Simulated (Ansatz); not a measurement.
**GeH8OSi2: a ladder of functionals and wavefunction methods**

An exercise on one series of results from a longer session: the logs are not shown, and one member is left open.

Program: Ansatz 0.2.0, Gaussian basis. Level of theory: functionals in def2-TZVPP, the program's frozen cores in correlated methods. These are calculated values, not measurements.

The runs, in order: LDA (SPW92), PBE-D4, revPBE-D4, BLYP-D4, r2SCAN-D4, B97M-V, PBE0-D4, B3LYP-D4, r2SCANh-D4, r2SCAN0-D4, HSE06-D4, BHLYP-D4, CAM-B3LYP-D4, LC-ωPBE, ωB97X-V, ωB97M-V, B2PLYP, PBE-QIDH; CCSD(T)/def2-SVP; CCSD(T)/def2-TZVPP; MP2/def2-QZVPP; extrapolation to the limit; RPA on PBE.

### The relaxed structure

All runs share one geometry, relaxed beforehand with PBE0-D4 in a triple-zeta def2 set.

SMILES `[OH][GeH2][SiH2][SiH3]`, 12 atoms, charge 0, spin multiplicity 1.

Atoms are counted from 1 here; the program's logs count them from 0.

Bond lengths: O1–Ge2 1.791 Å, O1–H5 0.960 Å, Ge2–Si3 2.391 Å, Ge2–H6 1.536 Å, Ge2–H7 1.546 Å, Si3–Si4 2.337 Å, Si3–H8 1.488 Å, Si3–H9 1.490 Å, Si4–H10 1.488 Å, Si4–H11 1.489 Å, Si4–H12 1.487 Å. Angles: Ge2–O1–H5 112.6°, O1–Ge2–Si3 109.1°, O1–Ge2–H6 103.5°, O1–Ge2–H7 109.3°, Si3–Ge2–H6 113.9°, Si3–Ge2–H7 110.9°, H6–Ge2–H7 109.8°, Ge2–Si3–Si4 108.5°, Ge2–Si3–H8 109.5°, Ge2–Si3–H9 109.9°, Si4–Si3–H8 110.2°, Si4–Si3–H9 110.1°, H8–Si3–H9 108.7°, Si3–Si4–H10 109.5°, Si3–Si4–H11 109.3°, Si3–Si4–H12 112.2°, H10–Si4–H11 108.1°, H10–Si4–H12 109.0° and more.

Set-up of the first run:

The input, in.yaml:

```yaml
crystal:
  periodic: [false, false, false]
  atoms:
    - {symbol: O, position_ang: [-2.085851, 1.269236, -0.531876]}
    - {symbol: Ge, position_ang: [-0.773110, 1.529041, 0.658188]}
    - {symbol: Si, position_ang: [0.348893, -0.545790, 1.048866]}
    - {symbol: Si, position_ang: [1.067629, -1.398075, -1.005264]}
    - {symbol: H, position_ang: [-1.759288, 0.959083, -1.379156]}
    - {symbol: H, position_ang: [-1.507829, 2.079338, 1.889318]}
    - {symbol: H, position_ang: [0.207265, 2.593071, 0.112996]}
    - {symbol: H, position_ang: [-0.587207, -1.501367, 1.701501]}
    - {symbol: H, position_ang: [1.516439, -0.329125, 1.948716]}
    - {symbol: H, position_ang: [2.087225, -0.487340, -1.592561]}
    - {symbol: H, position_ang: [-0.089074, -1.464523, -1.941229]}
    - {symbol: H, position_ang: [1.652008, -2.758845, -0.875299]}
basis:
  gaussian: {orbitals: def2-TZVPP}
hamiltonian: {xc: lda}
output: {orbitals: {seedname: orbitals}}
```

Steps of the session up to this table: LDA; PBE-D4 (GGA); revPBE-D4 (GGA); BLYP-D4 (GGA); r2SCAN-D4 (meta-GGA); B97M-V (meta-GGA); PBE0-D4 (hybrid); B3LYP-D4 (hybrid); r2SCANh-D4 (hybrid); r2SCAN0-D4 (hybrid); HSE06-D4 (hybrid); BHLYP-D4 (hybrid); CAM-B3LYP-D4 (range-separated); LC-ωPBE (range-separated); ωB97X-V (range-separated); ωB97M-V (range-separated); B2PLYP (double hybrid); PBE-QIDH (double hybrid).

One table of the session follows, with a row left open; its other results are not shown here.

It belongs to the step «Frontier levels by functional». 

| functional | HOMO (eV) | gap (eV) |
| --- | --- | --- |
| LDA (SPW92) | -6.56 | 4.90 |
| PBE-D4 | -6.44 | 5.01 |
| revPBE-D4 | -6.39 | 5.07 |
| BLYP-D4 | -6.32 | 5.02 |
| r2SCAN-D4 | -6.74 | 5.55 |
| B97M-V | -6.90 | 5.51 |
| PBE0-D4 | ? | ? |
| B3LYP-D4 | -7.48 | 6.65 |
| r2SCANh-D4 | -7.20 | 6.29 |
| r2SCAN0-D4 | -7.87 | 7.37 |
| HSE06-D4 | -7.30 | 6.30 |
| BHLYP-D4 | -8.76 | 8.98 |
| CAM-B3LYP-D4 | -8.95 | 9.32 |
| LC-ωPBE | -10.22 | 11.71 |
| ωB97X-V | -9.92 | 11.26 |
| ωB97M-V | -9.73 | 10.81 |

Q: Estimate the row for PBE0-D4 from the others.

**Answer.** HOMO (eV): -7.69; gap (eV): 7.06. In the column «HOMO (eV)» it lies between r2SCAN0-D4 (-7.87) and B3LYP-D4 (-7.48).
